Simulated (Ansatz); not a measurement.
# La: the cost of one run

Computed with Ansatz 0.2.0 (DFT PBE, scalar-relativistic, plane waves, PAW, unless a step's input says otherwise).

2 further runs of the same task are left out: 1 that didn't finish, 1 set aside as unsound or not needed. Runs told in other sessions of the task aren't counted.

## 1. Starting point

It takes space group P6_3/mmc (No. 194, hexagonal). Conventional cell: a = 3.762 Å, b = 3.762 Å, c = 18.259 Å, α = 90.00°, β = 90.00°, γ = 120.00°. Around La (site symmetry 3m) lie 12 La at 3.72 to 3.76 Å. La (site symmetry -6m2) is surrounded by 12 La at 3.75 to 3.76 Å.

Structure file:

```
CELL_PARAMETERS angstrom
3.76228 0.00000 0.00000
-1.88114 3.25823 0.00000
0.00000 0.00000 18.25864
ATOMIC_POSITIONS crystal
La 0.66667 0.33333 0.91724
La 0.00000 0.00000 0.25000
La 0.66667 0.33333 0.58276
La 0.33333 0.66667 0.41724
La 0.00000 0.00000 0.75000
La 0.33333 0.66667 0.08276
```

The cell is invented: one element on all sites of the Tb type (P6_3/mmc, No. 194). The dimensions are guesses.

## 2. The guess as it stands, on a coarse mesh

input.yaml

```yaml
crystal:
  lattice:
    - [3.76228256, 0.0, 0.0]
    - [-1.88114128, 3.25823227, 0.0]
    - [0.0, 0.0, 18.25863615]
  atoms:
    - { symbol: La, position: [0.66666667, 0.33333333, 0.91723859] }
    - { symbol: La, position: [0.0, 0.0, 0.25] }
    - { symbol: La, position: [0.66666667, 0.33333333, 0.58276141] }
    - { symbol: La, position: [0.33333333, 0.66666667, 0.41723859] }
    - { symbol: La, position: [0.0, 0.0, 0.75] }
    - { symbol: La, position: [0.33333333, 0.66666667, 0.08276141] }
basis:
  ecutwfc: 420
kpoints:
  mp_grid: { grid: [6, 6, 1] }
hamiltonian:
  xc: pbe
scf:
  occupations: { method: gaussian, width: 0.1 }
  lower_state_search: "off"
output:
  forces: true
  stress: true
  eigenvalues: true
```

Command:

```sh
$ ansatz run input.yaml --threads 1 --pin off --max-ram 2560MiB --backend cpu --events-out ev --progress --plain --runs-dir out
```

Q: Estimate wall time and peak memory on 1 thread of Intel Xeon at 2.50GHz (Skylake/Cascade Lake), shared host.

About 9.6 s, with a peak of 0.48 GiB.
